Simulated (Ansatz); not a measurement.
I need a short molecular-dynamics run of B₂H₄OSi, SMILES B[SiH]1BO1. Use Ansatz 0.2.0 through its Python package. Settings (for the species named): PBE0, def2-SVP basis, multiplicity 1, D4 dispersion.

| atom | x (Å) | y (Å) | z (Å) |
| --- | --- | --- | --- |
| B | -0.4808 | 1.3879 | -0.3592 |
| Si | 0.7611 | 0.0031 | -0.1465 |
| B | 0.0066 | -1.7884 | 0.3132 |
| O | 0.5345 | -0.7655 | 1.2978 |
| H | -1.1828 | 1.4289 | -1.3709 |
| H | -1.0123 | 1.9179 | 0.5980 |
| H | 2.2364 | 0.2380 | -0.2888 |
| H | -0.7705 | -2.4791 | -0.0994 |

`b2h4osi.py`
```python
'''Molecular dynamics of one B2H4OSi molecule.'''

import warnings

import ansatz as az
import numpy as np

params = {
    'basis_set': 'def2-SVP',
    'xc': 'pbe0',
    'vdw': 'd4',
    'n_steps': 20,
    'temperature_k': 300,
}

GEOMETRY = '''
B    -0.48080    1.38790   -0.35920
Si    0.76110    0.00310   -0.14650
B     0.00660   -1.78840    0.31320
O     0.53450   -0.76550    1.29780
H    -1.18280    1.42890   -1.37090
H    -1.01230    1.91790    0.59800
H     2.23640    0.23800   -0.28880
H    -0.77050   -2.47910   -0.09940
'''


def main() -> None:
    warnings.simplefilter('ignore', az.DeckWarning)

    geometry = az.Crystal.molecule()
    for line in GEOMETRY.strip().splitlines():
        symbol, *xyz = line.split()
        geometry = geometry.atom(symbol, [float(v) for v in xyz])

    job = (
        geometry.calculation()
        .basis(gaussian=params['basis_set'])
        .functional(params['xc'], dispersion=params['vdw'])
    )
    symbols = [site.symbol for site in geometry.cartesian_sites]
    start = np.array([site.position_ang for site in geometry.cartesian_sites], dtype=float)
    summary = job.relax(force_tolerance=0.02).run(threads=1).report
    end = np.array(summary['positions_ang'])
    minimum = az.Crystal.molecule()
    for symbol, place in zip(symbols, end):
        minimum = minimum.atom(symbol, place.tolist())

    # dynamics from the relaxed geometry
    job = (
        minimum.calculation()
        .basis(gaussian=params['basis_set'])
        .functional(params['xc'], dispersion=params['vdw'])
        .md('nvt_langevin', timestep=0.25, steps=params['n_steps'], temperature=params['temperature_k'], initial_velocities='maxwell_boltzmann', seed=87, friction=0.01)
    )
    frames = []
    done = job.session().plan().execute(on_event=lambda e: frames.append(e['data']) if e['event'] == 'md_step' else None)
    print('t (fs)   E_pot (eV)      E_kin (eV)   T (K)   d(0-1) (A)')
    for f in frames[::2]:
        xyz = np.array(f['positions_ang'])
        print(f'{f["time_fs"]:6.2f} {f["lagrangian_ev"]:14.5f} {f["e_kin_ev"]:10.5f} {f["temperature_k"]:8.1f} {np.linalg.norm(xyz[0] - xyz[1]):9.4f}')
    print('mean temperature', round(float(np.mean([f['temperature_k'] for f in frames])), 1), 'K')


if __name__ == '__main__':
    main()
```

```console
$ python b2h4osi.py
t (fs)   E_pot (eV)      E_kin (eV)   T (K)   d(0-1) (A)
  0.00   -11329.03981    0.27145    262.5    1.9542
  0.50   -11329.03648    0.27578    266.7    1.9556
  1.00   -11329.02786    0.28207    272.8    1.9573
  1.50   -11329.01563    0.27524    266.2    1.9593
  2.00   -11329.00141    0.24842    240.2    1.9619
  2.50   -11328.98685    0.23926    231.4    1.9648
  3.00   -11328.97202    0.22860    221.1    1.9680
  3.50   -11328.95985    0.22741    219.9    1.9714
  4.00   -11328.95020    0.20764    200.8    1.9749
  4.50   -11328.94342    0.19853    192.0    1.9782
  5.00   -11328.93827    0.19895    192.4    1.9813
mean temperature 233.1 K
```

Reading the output:
- Total energies depend on the basis set; only differences at equal settings carry meaning.
- The trajectory is only some femtoseconds long, so its temperature is not equilibrated; where the script doesn't relax first, it starts from a rough generated geometry.
- The printed temperature counts all 3N degrees of freedom under Langevin dynamics, so the first row lies under the target.
- Run time: 2.2 min on 1 thread of Intel(R) Xeon(R) Processor @ 2.70GHz, with other jobs on the host, peak memory 0.23 GiB.

(Lines on the test bed's own set-up are left out of the output.)
